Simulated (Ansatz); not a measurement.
# Sc2Ge3Pd, relaxed, part 2 of 2

Wanted: the geometry at rest of Sc2Ge3Pd (a borrowed structure type, volume estimated), relaxing the atoms in a fixed cell, and its electronic structure there.

Ansatz 0.2.0; DFT, r2SCAN, with U_eff = 0.53 eV on Pd d, no spin polarisation, plane waves, PAW. Relaxing the atoms in a fixed cell. The steps go on from the part before.

## (3) The log goes on

The log, continued:

```text
SCF iter   4: F=-48357.716981 eV  HF=-48357.716981 eV  |F-HF|=9.24e-8  |Δ(HF+E_count)|=   5.16e-6  Δρ=2.83e-5  dr2=1.18e-6  dr2_τ=1.09e-7  ethr=3.26e-8  ⟨swp⟩=2.0  Hψ=1982  notcnv=0  defer=184
SCF iter   5: F=-48357.716981 eV  HF=-48357.716982 eV  |F-HF|=2.76e-7  |Δ(HF+E_count)|=   2.21e-7  Δρ=1.18e-5  dr2=4.26e-7  dr2_τ=3.45e-8  ethr=7.22e-10  ⟨swp⟩=2.0  Hψ=2854  notcnv=0  defer=184
SCF iter   6: F=-48357.716982 eV  HF=-48357.716982 eV  |F-HF|=3.93e-8  |Δ(HF+E_count)|=   1.12e-8  Δρ=5.28e-6  dr2=7.15e-8  dr2_τ=7.52e-9  ethr=6.10e-11  ⟨swp⟩=10.0  Hψ=11170  notcnv=0
SCF 4 converged in 6 iterations: F = -48357.716982 eV  dr2 = 7.15e-8
relax step   4: F+E_penalty+E_count = -48357.71698163 eV  Δ(F+E_penalty+E_count) = -1.828e-4 eV  max|allowed force component| = 4.334e-3 eV/Å  Δτ_max = 0.0058 Å  (6 SCF iters, accepted)
iter 1 solved again at ethr=4.29e-11 eV; its pass at ethr=3.10e-3 eV (dr2=7.04e-8 eV) is discarded
SCF iter   1: F=-48357.716982 eV  HF=-48357.716982 eV  |F-HF|=3.93e-8  |Δ(HF+E_count)|=         —  Δρ=5.28e-6  dr2=7.15e-8  dr2_τ=7.52e-9  ethr=4.29e-11  ⟨swp⟩=1.0  Hψ=5038  notcnv=0
preconditioner: auto → Resta (q_TF=auto, 2.590 Å⁻¹)  ε∞=3.4  [insulator: Δε(μ)=0.120 eV  Ē_g=17.282 eV  σ=0.013 eV  W_gap=0.69  n_scr=76 (ndim 8)  ℏωp=26.7 eV  f_vac=0.000  D(μ)=5.36/eV (n_scr^D=32)  ε∞_Penn≈3.4]
SCF iter   2: F=-48357.716982 eV  HF=-48357.716982 eV  |F-HF|=1.13e-8  |Δ(HF+E_count)|=   3.37e-9  Δρ=2.95e-6  dr2=2.44e-8  dr2_τ=3.32e-9  ethr=4.29e-11  ⟨swp⟩=7.4  Hψ=8693  notcnv=0
SCF 5 converged in 2 iterations: F = -48357.716982 eV  dr2 = 2.44e-8
SCF converged after 2 iterations
Free energy (F): -48357.716982 eV
Harris-Foulkes:  -48357.716982 eV  (|F-HF|=1.13e-8)
Internal energy: -48357.714420 eV  (E = F + TS)
E sigma→0 (E₀):  -48357.715701 eV
Entropy (-TS):   -0.002562 eV (-0.213 meV/atom)
Fermi energy:    12.748703 eV
--- Per-component energies (eV) ---
  E_band       = -1823.759963
  E_kinetic    = 2757.267402
  E_local      = -22145.865551  (includes V_loc(G=0)·N_el)
  E_nonlocal   = 3280.510775
  E_hartree    = 9395.416425
  E_xc         = -1149.934981
  E_vxc        = -1461.726511  (∫ρ·V_xc dr)
  E_hubbard    = 0.327522  (on-site DFT+U / exact-exchange correction)
  E_vhub       = -4.292628  (the Hubbard potential's part of the band-sum identity)
  E_paw        = -23605.844394  (= ΣΔE_a)
  E_vpaw       = -3137.865803  (= ΣTr[D̂ρ^β])
  E_aug_tail   = 0.000340  (compensation charges beyond the density's cutoff)
  E_vtau       = 97.388805  (kinetic-family band-sum trace: ∫τ·v_τ [+ j·A + Jᵃ·Aᵃ] dr)
  E_ewald      = -16881.219224
  E_core_change = -8.372735  (= ΣΔE_core)
  E_smearing   = -0.002562  (= −TS)
  E_closure    = 0.000000  (closes the sum)
  Σ components = -48357.716982   (vs F -48357.716982, Δ=0.00e0)
--- Forces (eV/Å), atoms counted from 1 ---
  atom   1  Sc     0.00000000     0.00000000     0.00276182
  atom   2  Sc     0.00000000    -0.00000000    -0.00276182
  atom   3  Sc     0.00000000    -0.00000000    -0.00000000
  atom   4  Sc     0.00000000     0.00000000     0.00000000
  atom   5  Pd     0.00000000     0.00244158     0.00000000
  atom   6  Pd     0.00000000    -0.00244158     0.00000000
  atom   7  Ge     0.00000000    -0.00427720    -0.00000000
  atom   8  Ge     0.00000000     0.00427720     0.00000000
  atom   9  Ge     0.00432600    -0.00103585     0.00000000
  atom  10  Ge    -0.00432600     0.00103585    -0.00000000
  atom  11  Ge     0.00432600     0.00103585     0.00000000
  atom  12  Ge    -0.00432600    -0.00103585    -0.00000000
  max |Σ_I F_I| component: 1.56e-17 eV/Å
--- Stress (GPa, compression-positive) ---
       12.595496      -0.000000      -0.000000
       -0.000000      13.240312       0.000000
       -0.000000       0.000000      -9.391073
  P = ⅓ Tr σ = 5.4816 GPa (54.816 kbar)
--- Band table (eV; the first three rows and the last of 18) ---
  k-point 0: bands = ["-74.9192", "-74.9192", "-39.9597", "-39.9594", "-39.9458", "-39.9424", "-39.7495", "-39.7493", "-39.7303", "-39.7287", "-39.6119", "-39.6098", "-17.4269", "-17.4099", "-17.4087", "-17.3922", "-17.3874", "-17.3777", "-17.3571", "-17.3499", "-17.3465", "-17.3154", "-17.2915", "-17.2898", "-12.8592", "-12.8590", "-12.7988", "-12.7842", "-12.7764", "-12.7661", "-12.6791", "-12.6399", "-12.6271", "-12.6056", "-12.5970", "-12.5836", "-12.5759", "-12.5672", "-12.5668", "-12.5014", "-12.4835", "-12.4638", "-12.4636", "-12.4531", "-12.4464", "-12.4391", "-12.4370", "-12.4152", "-12.4097", "-12.4020", "-12.3874", "-12.3815", "-12.3424", "-12.3117", "-0.3756", "1.4792", "1.5663", "3.8513", "4.2967", "5.2591", "6.3901", "7.1897", "7.2794", "7.8097", "7.8838", "7.9576", "7.9869", "8.1242", "8.3033", "8.4386", "8.6742", "9.1899", "9.8177", "9.9819", "10.4341", "10.7963", "11.0895", "11.3146", "11.7636", "11.7815", "11.9408", "12.2048", "12.3227", "13.0990", "14.1420", "14.4085", "14.5453", "14.6372", "14.6490", "14.7862", "14.9260", "15.0290", "15.0465", "15.0576", "15.2194", "15.2647", "15.3179", "15.6682", "15.6828"]
  k-point 1: bands = ["-74.9192", "-74.9192", "-39.9603", "-39.9602", "-39.9452", "-39.9426", "-39.7501", "-39.7498", "-39.7308", "-39.7282", "-39.6108", "-39.6088", "-17.4251", "-17.4125", "-17.4067", "-17.3950", "-17.3832", "-17.3752", "-17.3579", "-17.3540", "-17.3424", "-17.3201", "-17.2923", "-17.2907", "-12.8612", "-12.8583", "-12.7973", "-12.7841", "-12.7761", "-12.7649", "-12.6796", "-12.6404", "-12.6269", "-12.6068", "-12.5971", "-12.5859", "-12.5750", "-12.5675", "-12.5665", "-12.5055", "-12.4845", "-12.4627", "-12.4585", "-12.4535", "-12.4462", "-12.4389", "-12.4373", "-12.4159", "-12.4097", "-12.4011", "-12.3861", "-12.3810", "-12.3415", "-12.3136", "-0.1629", "1.3467", "1.4941", "3.6461", "4.0444", "5.7973", "6.6290", "6.9246", "7.4269", "7.6275", "7.8970", "8.1134", "8.1408", "8.2283", "8.2855", "8.6128", "8.7488", "9.1063", "9.7678", "9.9193", "10.2123", "10.3510", "10.7003", "11.1074", "11.2686", "11.6364", "12.0799", "12.2187", "12.9188", "13.1328", "14.1133", "14.2942", "14.3208", "14.4391", "14.5895", "14.7184", "14.7947", "14.8510", "14.9888", "15.0315", "15.0600", "15.1870", "15.4145", "15.4590", "15.5518"]
  k-point 2: bands = ["-74.9192", "-74.9192", "-39.9609", "-39.9609", "-39.9444", "-39.9429", "-39.7506", "-39.7504", "-39.7312", "-39.7277", "-39.6097", "-39.6078", "-17.4220", "-17.4163", "-17.4013", "-17.4013", "-17.3751", "-17.3748", "-17.3595", "-17.3591", "-17.3316", "-17.3315", "-17.2927", "-17.2917", "-12.8633", "-12.8575", "-12.7957", "-12.7836", "-12.7760", "-12.7639", "-12.6802", "-12.6410", "-12.6266", "-12.6086", "-12.5963", "-12.5886", "-12.5741", "-12.5674", "-12.5667", "-12.5089", "-12.4849", "-12.4614", "-12.4544", "-12.4540", "-12.4460", "-12.4390", "-12.4376", "-12.4167", "-12.4098", "-12.4002", "-12.3855", "-12.3798", "-12.3407", "-12.3157", "0.1538", "1.0413", "1.4838", "3.3472", "4.0965", "6.0607", "6.6579", "7.0482", "7.4306", "7.6564", "7.8669", "8.2149", "8.3064", "8.4711", "8.6075", "8.7270", "8.8720", "9.1220", "9.2347", "9.3971", "9.7829", "10.0590", "10.6085", "10.9014", "11.2515", "11.3452", "12.0853", "12.5966", "12.9121", "13.1380", "14.1481", "14.1883", "14.2792", "14.2832", "14.4309", "14.5336", "14.7358", "14.8739", "14.9700", "14.9816", "15.1042", "15.1269", "15.3906", "15.4563", "15.6457"]
  k-point 17: bands = ["-74.9192", "-74.9192", "-39.9648", "-39.9594", "-39.9440", "-39.9425", "-39.7583", "-39.7443", "-39.7318", "-39.7277", "-39.6098", "-39.6037", "-17.4322", "-17.4136", "-17.4070", "-17.3911", "-17.3820", "-17.3679", "-17.3672", "-17.3478", "-17.3466", "-17.3158", "-17.2953", "-17.2944", "-12.8639", "-12.8575", "-12.7989", "-12.7812", "-12.7752", "-12.7646", "-12.6788", "-12.6411", "-12.6268", "-12.6031", "-12.5960", "-12.5955", "-12.5749", "-12.5667", "-12.5654", "-12.5018", "-12.4911", "-12.4633", "-12.4545", "-12.4537", "-12.4453", "-12.4390", "-12.4382", "-12.4172", "-12.4095", "-12.4011", "-12.3855", "-12.3788", "-12.3409", "-12.3159", "0.3496", "1.2544", "1.3368", "3.3481", "3.9419", "6.1038", "6.5023", "6.8844", "6.9696", "7.7166", "7.7847", "8.2732", "8.4338", "8.4758", "8.5067", "8.5792", "8.7442", "8.9571", "9.1106", "9.1682", "9.8589", "9.8653", "11.0002", "11.0649", "11.0953", "11.6905", "12.8954", "13.0726", "13.1011", "13.5685", "13.6238", "14.0385", "14.1913", "14.2740", "14.2843", "14.4362", "14.4618", "14.5895", "14.6467", "14.7037", "15.0097", "15.0282", "15.7174", "15.8043", "16.5719"]
Occupation matrices written to <dir>
--- Relaxed structure (4 steps of the walk, 4 accepted, 0 SCFs on fresh bases) ---
  F+E_penalty+E_count = -48357.71698163 eV   max|allowed force component| = 4.334e-3 eV/Å
  atoms:
    - { symbol: Sc, position: [0.24527258543825786, 0.49054517087651606, 0.754727414561742] }
    - { symbol: Sc, position: [0.754727414561742, 0.5094548291234839, 0.24527258543825792] }
    - { symbol: Sc, position: [0.24999999999999997, 0.5, 0.25] }
    - { symbol: Sc, position: [0.7499999999999999, 0.5, 0.7499999999999999] }
    - { symbol: Pd, position: [0.6669199292311351, 7.238800020882699e-20, 0.6669199292311351] }
    - { symbol: Pd, position: [0.33308007076886476, -3.751072914601474e-20, 0.33308007076886476] }
    - { symbol: Ge, position: [0.16680208198165783, 4.0255638132351036e-19, 0.16680208198165783] }
    - { symbol: Ge, position: [0.833197918018342, -3.676791102606981e-19, 0.833197918018342] }
    - { symbol: Ge, position: [0.8321118876589878, 2.4798612243661915e-19, 0.3350848996011949] }
    - { symbol: Ge, position: [0.16788811234101214, -2.1310885137380687e-19, 0.664915100398805] }
    - { symbol: Ge, position: [0.664915100398805, -2.1310885137380752e-19, 0.16788811234101214] }
    - { symbol: Ge, position: [0.3350848996011949, 2.479861224366198e-19, 0.8321118876589878] }
--- Löwdin populations: 12 sites ---
  site symbol       q [e]
     0     Sc     10.2271
     1     Sc     10.2271
     2     Sc     10.2670
     3     Sc     10.2670
     4     Pd     17.3230
     5     Pd     17.3230
     6     Ge     14.6037
     7     Ge     14.6037
     8     Ge     14.5979
     9     Ge     14.5979
    10     Ge     14.5979
    11     Ge     14.5979
  spilling = 0.004675 (of n_electrons = 164.000000)
```

Wall time 87 s (2 threads of AMD EPYC 9R14 (Zen 4), shared host); peak memory 2.1 GiB.

The steps of the relaxation:

```csv
step,energy from step 1 (eV/cell),largest force component (eV/Å)
1,0.0000,0.8553
2,-0.0792,0.0198
3,-0.0792,0.0209
4,-0.0794,0.0043
```

Step 1 is the start. Step 3 solves the same geometry again.

The largest move, 0.03 Å, is shared by several atoms, Ge12 among them.

## (4) Density of states

States per cell by energy window, from dos.tsv and pdos.tsv (tetrahedra; eV from the Fermi level):

```csv
from,to,total,Ge s,Ge p,Pd d,Sc d
-4.5,-4.0,6.30,0.07,1.46,4.27,0.32
-4.0,-3.5,3.97,0.11,1.05,2.37,0.26
-3.5,-3.0,2.52,0.13,0.76,1.22,0.25
-3.0,-2.5,3.69,0.24,1.73,1.00,0.50
-2.5,-2.0,3.39,0.18,1.73,0.68,0.66
-2.0,-1.5,2.52,0.10,1.25,0.33,0.68
-1.5,-1.0,3.67,0.12,1.72,0.44,1.15
-1.0,-0.5,1.79,0.02,0.73,0.16,0.78
-0.5,0.0,2.25,0.02,0.43,0.11,1.47
0.0,0.5,2.42,0.02,0.30,0.11,1.80
0.5,1.0,1.81,0.02,0.17,0.09,1.42
1.0,1.5,4.07,0.12,0.30,0.11,3.33
1.5,2.0,8.97,0.45,0.62,0.19,7.30
```

The bands computed are complete only to about 2.5 eV above the Fermi level.

## (5) How the electrons are shared

By element, from the tables in the log (a charge is positive for electrons lost): Löwdin charges also hold the electrons that the projection spills.

```csv
element,atoms,Löwdin charge (e)
Sc,4,+0.73 to +0.77
Pd,2,+0.68
Ge,6,-0.60
```

The Löwdin projection spills 0.5 % of the electrons and depends on the orbitals chosen; where it disagrees with Bader's partition, neither is an observable.

Eigenvalues of the corrected shells' occupation matrices:

```csv
atom,shell,spin,eigenvalues
Pd5,d,each,0.91 0.91 0.94 0.95 0.95
Pd6,d,each,0.91 0.91 0.94 0.95 0.95
```

## (6) Real-space fields

Maps in the plane spanned by a and c at height 0.000 along b (axes of the input's cell), one cell: a runs left to right (24 points from zero), c bottom to top (24 points), 60° apart. Inside the augmentation spheres the fields are the smooth ones.

Valence density. Ten steps from '0' (0.07 e/Å³) to '9' (57.10 e/Å³), finer at the low end (step k begins (100^(k/10) - 1)/99 of the way up):
```
000001111000000001111000
000001232100000001232100
000001377310000001377310
000001279721000001279721
111111137731112211137731
112321112321124542112321
113773111111125665211111
012797210000014666410000
001377310000002566520000
000123210000000245420000
000011110000000012210000
000001110000000001110000
000001221000000001111000
000002454200000001232100
000002566520000001377310
000001466641000001279721
111111256652111111137731
112321124542112321112321
113773111221113773111111
012797210000012797210000
001377310000001377310000
000123210000000123210000
000011110000000011110000
000001110000000001110000
```

ELF. Ten even steps from '0' (0.02) to '9' (0.76):
```
112466555532222355555642
323454323455433554323454
544564200256433465200146
765676309035432345309035
864468520025434434520025
853235853235446664453235
752002575455446556445545
653090356556436525634655
454200245435434655643453
235532355322332466642332
125655556521133334433332
124444444431113444444442
123333443333112565555652
223324666423322355323553
435434655643453454200245
655643652563465565309035
754554465564455457520025
853235446664453235853235
852002543443452002586446
753090354323453090367656
564100256433465200246544
345432345533455432345432
124655555322223555566421
113578876421112467887531
```

Atoms within 0.2 Å of the plane, in fractions of a and c: Pd at (0.67, 0.67), Pd at (0.33, 0.33), Ge at (0.17, 0.17), Ge at (0.83, 0.83), Ge at (0.83, 0.34), Ge at (0.17, 0.66), Ge at (0.66, 0.17), Ge at (0.34, 0.83).

Scans along the contacts give these minima of the density:

```csv
contact,length (Å),minimum at (fraction),density (e/Å³),ELF
Pd5–Ge9,2.270,0.55,0.646,0.40
Sc1–Ge7,3.056,0.45,0.150,0.16
Sc3–Pd5,3.080,0.45,0.162,0.22
```

## (7) What came out

This closing draws on all 2 parts.

| quantity | value |
| --- | --- |
| moves | 2 |
| energy gained | 6.6 meV/atom |
| largest move | 0.03 Å (Ge) |
| space group (0.01 Å), before / after | Fmmm / Fmmm |
| pressure left in the fixed cell | 5.5 GPa |
| character | metal |
| density of states, mean within 0.25 eV of the Fermi level | 5 per eV per cell |

In words: In the fixed cell the largest move of an atom is 0.03 Å; the energy fell by 6.6 meV per atom. The fixed cell still holds a mean pressure of 5.5 GPa, from stresses of opposite sign along its axes, so its shape would change if let free. With 8 symmetry operations imposed, the end may be a saddle point towards distortions that break them. Bands cross the Fermi level: a metal; within 0.25 eV of the Fermi level the density of states averages 5 per eV per cell, mostly Sc d (73 %) and Ge p (13 %).

Limits of this run: the k mesh is coarse for a cell without a gap; a Hubbard term without moments, so a magnetic state may lie lower; the SCF threshold is loose for a stress.
